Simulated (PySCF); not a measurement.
**C₃H₇BF₂: geometry, spin-spin couplings**

What spin-spin couplings should C₃H₇BF₂ (`C[C@@H](BF)CF`) show?

Programs: PySCF 2.14.0, with density-fitted response routines of our own. Each step states its level of theory. These are calculated values for one molecule in the gas phase, unless marked as measured. Atoms are numbered from 0 throughout.

## (1) The molecule as given

13 atoms, charge 0, multiplicity 1; geometry from: GFN2-xTB. The atoms were then displaced at random by about 0.01 Å, so the start is not that level's minimum.

Bonds of the start (Å): C0–C1 1.51, C1–B2 1.58, B2–F3 1.35, C1–C4 1.52, C4–F5 1.36, C0–H6 1.10, C0–H7 1.10, C0–H8 1.10, C1–H9 1.09, B2–H10 1.19, C4–H11 1.11, C4–H12 1.12.

## (2) Relaxing the molecule at PBE0-D3(BJ)/def2-SVP

What the job is given:

```
{"job": {"xc": "PBE0", "basis": "def2-SVP", "d3": "d3bj", "grid": 1, "shake": 0.01, "kind": "geom"}, "charge": 0, "multiplicity": 1}
C     -0.406900     1.318440     0.143150
C      0.083230    -0.013600    -0.382820
B      1.573050    -0.258490     0.072320
F      2.554660     0.529730    -0.421900
C     -0.877660    -1.121120     0.036270
F     -0.482390    -2.319780    -0.476090
H      0.239920     2.143710    -0.184960
H     -1.412940     1.547230    -0.243780
H     -0.464730     1.350180     1.245640
H      0.067000     0.034110    -1.466770
H      1.938360    -1.068970     0.861230
H     -0.887390    -1.233470     1.141460
H     -1.918380    -0.924850    -0.334070
```

On the command line:

```bash
> OMP_NUM_THREADS=1 python probes_run.py task.json out
```

The driver reads the jobs from task.json and runs them one after another.

Standard output:

```text
step   0  E = -342.48999611  max force = 0.017102
step   1  E = -342.49186376  max force = 0.007635
step   2  E = -342.49205771  max force = 0.009319
step   3  E = -342.49249866  max force = 0.004035
step   4  E = -342.49261808  max force = 0.001595
step   5  E = -342.49269045  max force = 0.000869
step   6  E = -342.49282565  max force = 0.001376
step   7  E = -342.49292095  max force = 0.002489
step   8  E = -342.49297820  max force = 0.002302
step   9  E = -342.49304756  max force = 0.001172
step  10  E = -342.49306333  max force = 0.000525
step  11  E = -342.49306340  max force = 0.000768
step  12  E = -342.49306493  max force = 0.000456
step  13  E = -342.49306611  max force = 0.000329
optimisation converged
```

Wall time 1.9 min (1 thread of Arm Neoverse N1, shared host); peak memory 0.5 GiB.

The steps of the relaxation:

| step | energy from step 0 (eV) | largest force component (eV/Å) |
| --- | --- | --- |
| 0 | 0.0000 | 0.8794 |
| 1 | -0.0508 | 0.3926 |
| 2 | -0.0561 | 0.4792 |
| 3 | -0.0681 | 0.2075 |
| 4 | -0.0713 | 0.0820 |
| 5 | -0.0733 | 0.0447 |
| 6 | -0.0770 | 0.0708 |
| 7 | -0.0796 | 0.1280 |
| 8 | -0.0811 | 0.1184 |
| 9 | -0.0830 | 0.0603 |
| 10 | -0.0835 | 0.0270 |
| 11 | -0.0835 | 0.0395 |
| 12 | -0.0835 | 0.0234 |
| 13 | -0.0835 | 0.0169 |

Close pairs (by a distance rule), those that changed most:

| bond | before (Å) | after (Å) | change (Å) |
| --- | --- | --- | --- |
| B2–F3 | 1.352 | 1.323 | -0.030 |
| B2–H10 | 1.189 | 1.213 | +0.024 |
| C0–C1 | 1.514 | 1.534 | +0.020 |
| C1–H9 | 1.085 | 1.105 | +0.019 |
| C4–H12 | 1.122 | 1.104 | -0.018 |
| C4–F5 | 1.362 | 1.377 | +0.015 |
| C1–C4 | 1.525 | 1.513 | -0.012 |
| C1–B2 | 1.577 | 1.571 | -0.006 |

The next job starts from the end point, and lists it.

| at the end point | value |
| --- | --- |
| point group (found at 0.08 Å tolerance) | C1 |
| rotational constants (GHz, main isotopes) | 4.284, 2.530, 1.717 |
| dipole moment (D) | 2.32 |

## (3) Indirect couplings: B3LYP/cc-pVTZ

What the job is given:

```
{"job": {"kind": "j", "xc": "B3LYP", "basis": "cc-pVTZ"}, "charge": 0, "multiplicity": 1}
C     -0.324236     1.369769     0.144127
C     -0.005256    -0.022625    -0.415184
B      1.512743    -0.328461    -0.151670
F      2.417255     0.037130    -1.045105
C     -0.881375    -1.086578     0.208766
F     -0.502361    -2.326997    -0.254816
H      0.264976     2.148877    -0.361435
H     -1.388636     1.620896     0.007003
H     -0.107000     1.434750     1.223111
H     -0.180023    -0.017089    -1.505810
H      1.926361    -0.828382     0.872929
H     -0.778381    -1.082293     1.308902
H     -1.947334    -0.935782    -0.037591
```

Level: B3LYP/cc-pVTZ indirect spin-spin coupling, non-relativistic, gas phase.

Standard output:

```text
coarse grid: 10856 points
cycle   1  E = -343.1736468723  dE =  4.195e-01  |g| = 7.083e-01  |ddm| = 7.354e+00
cycle   2  E = -343.0745172840  dE =  9.913e-02  |g| = 1.107e+00  |ddm| = 2.354e+00
cycle   3  E = -343.2561230692  dE = -1.816e-01  |g| = 9.752e-02  |ddm| = 1.361e+00
cycle   4  E = -343.2576714624  dE = -1.548e-03  |g| = 4.530e-02  |ddm| = 2.092e-01
cycle   5  E = -343.2581083202  dE = -4.369e-04  |g| = 5.730e-03  |ddm| = 6.948e-02
cycle   6  E = -343.2581136099  dE = -5.290e-06  |g| = 2.544e-03  |ddm| = 1.039e-02
final grid: 105648 points
cycle   7  E = -343.2549894536  dE = -1.171e-04  |g| = 5.892e-03  |ddm| = 1.005e-01
cycle   8  E = -343.2549831316  dE =  6.322e-06  |g| = 8.119e-03  |ddm| = 2.085e-02
cycle   9  E = -343.2549963189  dE = -1.319e-05  |g| = 9.154e-04  |ddm| = 1.177e-02
cycle  10  E = -343.2549964189  dE = -1.000e-07  |g| = 4.189e-04  |ddm| = 1.550e-03
cycle  11  E = -343.2549964498  dE = -3.094e-08  |g| = 6.551e-05  |ddm| = 6.270e-04
cycle  12  E = -343.2549964507  dE = -8.755e-10  |g| = 2.015e-05  |ddm| = 1.136e-04
converged SCF energy = -343.2549964507

Indirect spin-spin couplings (Hz)
  i      j    bonds     total        FC       PSO       DSO        SD
  0 C    1 C    1     21.869    21.758    -0.102     0.214         -
  0 C    2 B    2     -1.664    -1.571    -0.090     0.054    -0.057
  0 C    3 F    3      0.712     0.216     0.600    -0.093    -0.010
  0 C    4 C    2      2.323     2.397    -0.106     0.032         -
  0 C    5 F    3     12.416    14.752    -2.419    -0.309     0.393
  0 C    6 H    1    121.966   120.029     1.318     0.619         -
  0 C    7 H    1    122.100   120.148     1.331     0.622         -
  0 C    8 H    1    116.942   114.924     1.380     0.637         -
  0 C    9 H    2     -4.863    -4.917     0.162    -0.108         -
  0 C   10 H    3     -0.332    -0.305     0.072    -0.099         -
  0 C   11 H    3      1.217     1.171    -0.013     0.059         -
  0 C   12 H    3      0.953     0.945     0.004     0.004         -
  1 C    2 B    1     49.118    50.166    -1.785     0.325     0.413
  1 C    3 F    2     11.875    18.012    -6.776    -0.007     0.645
  1 C    4 C    1     31.253    32.038    -1.053     0.268         -
  1 C    5 F    2     16.842    18.082    -1.894     0.016     0.638
  1 C    6 H    2     -1.008    -1.077     0.151    -0.082         -
  1 C    7 H    2     -3.695    -3.764     0.163    -0.093         -
  1 C    8 H    2     -1.277    -1.418     0.226    -0.085         -
  1 C    9 H    1    114.209   111.869     1.228     1.113         -
  1 C   10 H    2     13.354    13.582    -0.208    -0.021         -
  1 C   11 H    2     -0.078     0.005    -0.044    -0.039         -
  1 C   12 H    2     -1.684    -1.543    -0.071    -0.070         -
  2 B    3 F    1   -202.021  -132.755   -67.431     0.511    -2.347
  2 B    4 C    2     -1.089    -0.973    -0.132     0.074    -0.058
  2 B    5 F    3      6.399     6.132     0.350     0.225    -0.308
  2 B    6 H    3      1.416     1.355    -0.072     0.131     0.003
  2 B    7 H    3      9.061     9.033     0.464    -0.460     0.024
  2 B    8 H    3      2.403     2.355    -0.195     0.221     0.022
  2 B    9 H    2     -6.510    -6.468    -0.170     0.027     0.101
  2 B   10 H    1    156.788   156.539    -1.458     1.096     0.611
  2 B   11 H    3      3.329     3.506    -0.349     0.185    -0.013
  2 B   12 H    3      9.402     9.458     0.395    -0.475     0.023
  3 F    4 C    3      5.228     6.155    -0.260    -0.222    -0.445
  3 F    5 F    4      4.474     2.633     3.297    -0.454    -1.002
  3 F    7 H    4     -0.334    -0.053     0.966    -1.207    -0.040
  3 F    9 H    3      7.118     9.555    -2.499     0.183    -0.121
  3 F   10 H    2     54.799    63.323    -7.802    -1.211     0.488
  3 F   11 H    4     -2.301    -0.749    -0.385    -1.035    -0.132
  3 F   12 H    4      4.323     4.840     0.692    -1.288     0.080
  4 C    5 F    1   -227.168  -275.626    27.274     0.727    20.457
  4 C    6 H    3     14.882    14.905     0.344    -0.366         -
  4 C    7 H    3      3.947     3.873    -0.054     0.128         -
  4 C    8 H    3      1.754     1.725    -0.057     0.086         -
  4 C    9 H    2     -5.014    -4.841    -0.186     0.013         -
  4 C   10 H    3      1.692     1.736    -0.153     0.108         -
  4 C   11 H    1    133.977   133.050    -0.114     1.041         -
  4 C   12 H    1    139.079   138.163    -0.102     1.017         -
  5 F    6 H    4      4.330     4.845     0.715    -1.316     0.086
  5 F    7 H    4     -2.217    -1.442     0.213    -1.087     0.099
  5 F    8 H    4     -2.408    -1.634     0.235    -1.052     0.043
  5 F    9 H    3      3.904     3.161     1.184    -0.103    -0.338
  5 F   10 H    4      1.242     1.104     0.189     0.198    -0.248
  5 F   11 H    2     34.656    29.444     9.657    -1.169    -3.276
  5 F   12 H    2     42.909    37.715     9.698    -1.226    -3.278
  6 H    7 H    2    -12.537   -12.489     2.366    -2.413         -
  6 H    8 H    2    -11.518   -11.489     2.346    -2.375         -
  6 H    9 H    3      3.908     3.865     0.177    -0.134         -
  6 H   10 H    4     -0.173    -0.022     0.673    -0.825         -
  6 H   11 H    4     -0.585    -0.385     1.277    -1.478         -
  6 H   12 H    4     -0.662    -0.466     1.193    -1.389         -
  7 H    8 H    2    -11.391   -11.366     2.333    -2.358         -
  7 H    9 H    3      4.753     4.765     0.350    -0.362         -
  7 H   10 H    4     -0.714    -0.513     1.162    -1.363         -
  7 H   11 H    4     -0.255    -0.244     0.258    -0.269         -
  7 H   12 H    4      0.204    -0.001    -1.052     1.257         -
  8 H    9 H    3     14.364    14.757     2.247    -2.639         -
  8 H   12 H    4     -0.240    -0.161     0.576    -0.655         -
  9 H   10 H    3      2.356     2.787     1.462    -1.893         -
  9 H   11 H    3     11.315    11.804     2.216    -2.706         -
  9 H   12 H    3      5.609     5.566     0.080    -0.037         -
 10 H   12 H    4     -0.501    -0.248     1.258    -1.511         -
 11 H   12 H    2     -7.757    -7.601     1.743    -1.898         -
```

Wall time 89 s (1 thread of Arm Neoverse N1, shared host); peak memory 0.94 GiB.

This basis has no tight s functions, so the Fermi-contact terms are rough.

A choice of the couplings up to four bonds, sorted by the number of bonds, with means over like pairs; isotopes 11B, 13C, 19F, 1H:

| pair | bonds | J (Hz) | Fermi contact (Hz) | dihedral (°) |
| --- | --- | --- | --- | --- |
| C4–F5 | 1 | -227.2 | -275.6 | – |
| B2–F3 | 1 | -202.0 | -132.8 | – |
| B2–H10 | 1 | 156.8 | 156.5 | – |
| C4–H12 | 1 | 139.1 | 138.2 | – |
| C4–H11 | 1 | 134.0 | 133.1 | – |
| C0–H6 | 1 | 120.3 | 118.4 | – |
| C1–H9 | 1 | 114.2 | 111.9 | – |
| C1–B2 | 1 | 49.1 | 50.2 | – |
| C1–C4 | 1 | 31.3 | 32.0 | – |
| F3–H10 | 2 | 54.8 | 63.3 | – |
| F5–H12 | 2 | 42.9 | 37.7 | – |
| F5–H11 | 2 | 34.7 | 29.4 | – |
| C1–F5 | 2 | 16.8 | 18.1 | – |
| C1–H10 | 2 | 13.4 | 13.6 | – |
| C1–F3 | 2 | 11.9 | 18.0 | – |
| H6–H7 | 2 | -11.8 | -11.8 | – |
| H11–H12 | 2 | -7.8 | -7.6 | – |
| B2–H9 | 2 | -6.5 | -6.5 | – |
| C0–F5 | 3 | 12.4 | 14.8 | -176 |
| H9–H11 | 3 | 11.3 | 11.8 | -177 |
| B2–H12 | 3 | 9.4 | 9.5 | -175 |
| H6–H9 | 3 | 7.7 | 7.8 | – |
| F3–H9 | 3 | 7.1 | 9.6 | 29 |
| C4–H6 | 3 | 6.9 | 6.8 | – |
| B2–F5 | 3 | 6.4 | 6.1 | -55 |
| H9–H12 | 3 | 5.6 | 5.6 | -56 |
| F3–C4 | 3 | 5.2 | 6.2 | 149 |
| F3–F5 | 4 | 4.5 | 2.6 | – |
| F3–H12 | 4 | 4.3 | 4.8 | – |
| F3–H11 | 4 | -2.3 | -0.7 | – |
| F5–H10 | 4 | 1.2 | 1.1 | – |

The spin-dipole term was solved for some atoms only; pairs without it lack that part.

Quadrupole couplings from the field gradients of the same density:

| atom | isotope | eQq/h (MHz) | η |
| --- | --- | --- | --- |
| B2 | 11B | 4.818 | 0.51 |

## (4) Indirect couplings: B3LYP/6-31G*

Same as in step 3 but for these lines:

```diff
@@ -1,2 +1,2 @@
-{"job": {"kind": "j", "xc": "B3LYP", "basis": "cc-pVTZ"}, "charge": 0, "multiplicity": 1}
+{"job": {"kind": "j", "xc": "B3LYP", "basis": "6-31G*"}, "charge": 0, "multiplicity": 1}
 C     -0.324236     1.369769     0.144127
```

Level: B3LYP/6-31G* indirect spin-spin coupling, non-relativistic, gas phase.

Standard output:

```text
coarse grid: 10856 points
cycle   1  E = -343.0384292470  dE =  4.327e-01  |g| = 7.122e-01  |ddm| = 3.079e+00
cycle   2  E = -342.9467009798  dE =  9.173e-02  |g| = 1.056e+00  |ddm| = 1.408e+00
cycle   3  E = -343.1275646843  dE = -1.809e-01  |g| = 9.969e-02  |ddm| = 8.581e-01
cycle   4  E = -343.1295535606  dE = -1.989e-03  |g| = 3.346e-02  |ddm| = 1.145e-01
cycle   5  E = -343.1297959550  dE = -2.424e-04  |g| = 5.402e-03  |ddm| = 3.149e-02
cycle   6  E = -343.1298011812  dE = -5.226e-06  |g| = 2.542e-03  |ddm| = 5.951e-03
final grid: 105648 points
cycle   7  E = -343.1072714147  dE = -2.615e-05  |g| = 5.102e-03  |ddm| = 1.622e-02
cycle   8  E = -343.1072664520  dE =  4.963e-06  |g| = 7.052e-03  |ddm| = 1.052e-02
cycle   9  E = -343.1072776700  dE = -1.122e-05  |g| = 6.435e-04  |ddm| = 6.171e-03
cycle  10  E = -343.1072777370  dE = -6.702e-08  |g| = 2.042e-04  |ddm| = 6.522e-04
cycle  11  E = -343.1072777445  dE = -7.456e-09  |g| = 3.532e-05  |ddm| = 1.610e-04
cycle  12  E = -343.1072777447  dE = -2.260e-10  |g| = 1.684e-05  |ddm| = 4.594e-05
converged SCF energy = -343.1072777447

Indirect spin-spin couplings (Hz)
  i      j    bonds     total        FC       PSO       DSO        SD
  0 C    1 C    1     41.652    41.495    -0.059     0.215         -
  0 C    2 B    2     -2.558    -2.537    -0.029     0.054    -0.047
  0 C    3 F    3      2.339     1.917     0.491    -0.085     0.015
  0 C    4 C    2      1.354     1.362    -0.039     0.032         -
  0 C    5 F    3     15.359    17.288    -2.017    -0.300     0.388
  0 C    6 H    1    145.075   143.467     0.925     0.683         -
  0 C    7 H    1    144.254   142.636     0.933     0.685         -
  0 C    8 H    1    141.083   139.422     0.962     0.699         -
  0 C    9 H    2     -4.931    -5.013     0.179    -0.097         -
  0 C   10 H    3     -0.267    -0.242     0.069    -0.095         -
  0 C   11 H    3      1.175     1.104     0.007     0.064         -
  0 C   12 H    3      0.928     0.901     0.018     0.008         -
  1 C    2 B    1     64.136    64.859    -1.417     0.323     0.371
  1 C    3 F    2     15.343    20.615    -5.941     0.009     0.660
  1 C    4 C    1     52.628    53.222    -0.863     0.269         -
  1 C    5 F    2     27.322    27.941    -1.261     0.036     0.606
  1 C    6 H    2     -1.203    -1.273     0.141    -0.071         -
  1 C    7 H    2     -3.529    -3.571     0.123    -0.081         -
  1 C    8 H    2     -1.201    -1.302     0.174    -0.073         -
  1 C    9 H    1    144.810   142.758     0.874     1.178         -
  1 C   10 H    2     15.359    15.550    -0.178    -0.013         -
  1 C   11 H    2      0.190     0.255    -0.039    -0.026         -
  1 C   12 H    2     -0.752    -0.636    -0.059    -0.057         -
  2 B    3 F    1    -90.816   -31.584   -57.379     0.644    -2.498
  2 B    4 C    2     -2.885    -2.833    -0.076     0.074    -0.049
  2 B    5 F    3      5.700     5.511     0.213     0.233    -0.257
  2 B    6 H    3      1.428     1.343    -0.053     0.134     0.005
  2 B    7 H    3      8.265     8.344     0.364    -0.455     0.013
  2 B    8 H    3      2.273     2.168    -0.139     0.225     0.019
  2 B    9 H    2     -5.425    -5.353    -0.184     0.037     0.076
  2 B   10 H    1    167.501   167.427    -1.528     1.173     0.429
  2 B   11 H    3      3.145     3.253    -0.290     0.191    -0.009
  2 B   12 H    3      9.917    10.065     0.304    -0.469     0.016
  3 F    4 C    3      7.078     7.964    -0.296    -0.213    -0.378
  3 F    5 F    4      3.492     1.347     3.614    -0.418    -1.052
  3 F    7 H    4      0.506     1.117     0.612    -1.177    -0.047
  3 F    8 H    4     -0.376    -0.256     0.414    -0.650     0.115
  3 F    9 H    3      6.285     8.806    -2.686     0.231    -0.066
  3 F   10 H    2     49.153    58.423    -8.608    -1.063     0.400
  3 F   11 H    4     -2.612    -0.733    -0.758    -0.995    -0.126
  3 F   12 H    4      3.989     4.850     0.313    -1.257     0.083
  4 C    5 F    1   -189.760  -231.756    24.773     0.828    16.396
  4 C    6 H    3     13.312    13.391     0.283    -0.363         -
  4 C    7 H    3      3.761     3.636    -0.004     0.130         -
  4 C    8 H    3      1.810     1.737    -0.015     0.088         -
  4 C    9 H    2     -4.331    -4.219    -0.136     0.023         -
  4 C   10 H    3      1.561     1.560    -0.111     0.112         -
  4 C   11 H    1    157.477   156.707    -0.333     1.103         -
  4 C   12 H    1    158.537   157.767    -0.311     1.081         -
  5 F    6 H    4      3.903     4.505     0.548    -1.285     0.136
  5 F    7 H    4     -2.342    -1.423     0.056    -1.048     0.073
  5 F    8 H    4     -2.567    -1.605     0.048    -1.014     0.004
  5 F    9 H    3      3.357     2.782     0.898    -0.044    -0.279
  5 F   10 H    4      1.266     1.096     0.151     0.223    -0.204
  5 F   11 H    2     47.207    43.193     7.924    -1.005    -2.904
  5 F   12 H    2     50.752    46.613     8.144    -1.061    -2.943
  6 H    7 H    2    -16.300   -15.256     1.247    -2.291         -
  6 H    8 H    2    -15.793   -14.769     1.227    -2.251         -
  6 H    9 H    3      3.513     3.692    -0.086    -0.093         -
  6 H   10 H    4     -0.385     0.001     0.415    -0.800         -
  6 H   11 H    4     -0.932    -0.367     0.886    -1.451         -
  6 H   12 H    4     -0.980    -0.435     0.820    -1.365         -
  7 H    8 H    2    -15.403   -14.395     1.229    -2.236         -
  7 H    9 H    3      4.345     4.630     0.036    -0.321         -
  7 H   10 H    4     -0.999    -0.480     0.823    -1.341         -
  7 H   11 H    4     -0.327    -0.144     0.059    -0.242         -
  7 H   12 H    4      0.488     0.076    -0.855     1.267         -
  8 H    9 H    3     14.081    15.109     1.564    -2.592         -
  8 H   11 H    4      0.312    -0.131    -0.922     1.365         -
  8 H   12 H    4     -0.439    -0.116     0.305    -0.628         -
  9 H   10 H    3      2.226     3.064     1.015    -1.853         -
  9 H   11 H    3     11.137    12.248     1.545    -2.656         -
  9 H   12 H    3      5.181     5.345    -0.172     0.008         -
 10 H   11 H    4      0.406     0.062    -0.760     1.103         -
 10 H   12 H    4     -0.850    -0.257     0.893    -1.486         -
 11 H   12 H    2    -10.345    -9.442     0.864    -1.767         -
```

It took 20 s on 1 thread of Arm Neoverse N1, shared host; peak memory 0.59 GiB.

The basis is not made for couplings: without tight functions at the nuclei these values are rough.

Key values: J(C4,F5) -189.8 Hz, J(B2,H10) 167.5 Hz, J(C4,H12) 158.5 Hz (means over like pairs).

## (5) Side by side: spin-spin couplings

Couplings (Hz), each a mean over the pairs like the one named, with basis size and wall time:

| run | C4–F5 | B2–F3 | B2–H10 | C4–H12 | C4–H11 | C0–H6 | C1–H9 | functions | time |
| --- | --- | --- | --- | --- | --- | --- | --- | --- | --- |
| B3LYP/cc-pVTZ | -227.2 | -202.0 | 156.8 | 139.1 | 134.0 | 120.3 | 114.2 | 278 | 89 s |
| B3LYP/6-31G* | -189.8 | -90.8 | 167.5 | 158.5 | 157.5 | 143.5 | 144.8 | 98 | 20 s |

## (6) Results

| quantity | value |
| --- | --- |
| point group | C1 |
| rotational constants (main isotopes) | 4.28, 2.53, 1.72 GHz |
| largest coupling of the table (B3LYP/cc-pVTZ) | 1J(C,F) C4–F5, -227.2 Hz |
| range of J(C4,F5), mean over like pairs | -227.2 to -189.8 Hz |

**Reading.** Over 13 steps the energy fell by 0.084 eV; of the close pairs, B2–F3 changed most, 1.352 to 1.323 Å. No frequency check was run at this level, so the end point may be a saddle. In the run at B3LYP/cc-pVTZ, the largest coupling of the table is C4–F5, -227.2 Hz, of which the Fermi-contact term gives -275.6 Hz. Couplings across rotatable bonds belong to this one conformer; where others are populated, the observed values are averages. Density functionals describe couplings to fluorine poorly, F–F couplings above all, so those rows are rough. The coupling C4–F5, as a mean over pairs of its kind, runs from -227.2 Hz (B3LYP/cc-pVTZ) to -189.8 Hz (B3LYP/6-31G*). Couplings from bases without tight functions are rough.
